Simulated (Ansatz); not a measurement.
# Sn3GeO4: the cost of one run

Program: Ansatz 0.2.0. Level of theory: DFT PBE, scalar-relativistic, plane waves, PAW. These are calculated values, not measurements.

1 further run of the same task is left out (set aside as unsound or not needed).

**1. The structure to begin with**

It takes space group P4mm (No. 99, tetragonal). Conventional cell: a = 3.811 Å, b = 3.811 Å, c = 9.898 Å, α = 90.00°, β = 90.00°, γ = 90.00°. Sn (site symmetry 4mm) is surrounded by 4 O at 2.24 Å. Ge (site symmetry 4mm) is surrounded by 4 O at 2.14 Å. O (site symmetry 2mm) has 4 Sn at 2.24 Å as nearest neighbours. O (site symmetry 2mm) is surrounded by 2 Ge at 2.14 Å and 2 Sn at 2.24 Å.

Coordinates:

```cif
data_structure
_symmetry_space_group_name_H-M 'P4mm'
_symmetry_Int_Tables_number 99
_cell_length_a 3.8106
_cell_length_b 3.8106
_cell_length_c 9.8979
_cell_angle_alpha 90.000
_cell_angle_beta 90.000
_cell_angle_gamma 90.000
_cell_volume 143.72
loop_
_atom_site_label
_atom_site_type_symbol
_atom_site_symmetry_multiplicity
_atom_site_Wyckoff_symbol
_atom_site_fract_x
_atom_site_fract_y
_atom_site_fract_z
_atom_site_occupancy
Sn1 Sn 1 b 0.50000 0.50000 0.12430 1
Sn2 Sn 1 b 0.50000 0.50000 0.60922 1
Sn3 Sn 1 a 0.00000 0.00000 0.88575 1
Ge1 Ge 1 a 0.00000 0.00000 0.39181 1
O1 O 2 c 0.00000 0.50000 0.00451 1
O2 O 2 c 0.00000 0.50000 0.48994 1
```

The start is the relaxed end of an invented cell (made as: elements ordered on the sites of the SnO type, Ge/Sn on Sn (P4mm, No. 99)), taken up again for a closer look.

**2. Probe: one point on a coarse mesh**

input.yaml reads:

```yaml
crystal:
  lattice:
    - [3.8105637, 0.0, 0.0]
    - [0.0, 3.8105637, 0.0]
    - [0.0, 0.0, 9.8978652]
  atoms:
    - { symbol: Sn, position: [0.5, 0.5, 0.124302] }
    - { symbol: Sn, position: [0.5, 0.5, 0.609224] }
    - { symbol: Sn, position: [0.0, 0.0, 0.88575] }
    - { symbol: Ge, position: [0.0, 0.0, 0.391813] }
    - { symbol: O, position: [0.0, 0.5, 0.004512] }
    - { symbol: O, position: [0.0, 0.5, 0.489943] }
    - { symbol: O, position: [0.5, 0.0, 0.004512] }
    - { symbol: O, position: [0.5, 0.0, 0.489943] }
basis:
  ecutwfc: 420
kpoints:
  mp_grid: { grid: [4, 4, 2] }
hamiltonian:
  xc: pbe
scf:
  occupations: { method: gaussian, width: 0.1 }
  lower_state_search: "off"
output:
  forces: true
  stress: true
  eigenvalues: true
```

On the command line:

```console
ansatz run input.yaml --threads 4 --pin off --max-ram 8192MiB --backend cpu --events-out ev --progress --plain --runs-dir out
```

Q: Estimate wall time and peak memory on 4 threads of Arm Neoverse V1, shared host.

About 2.3 s, with a peak of 0.47 GiB.
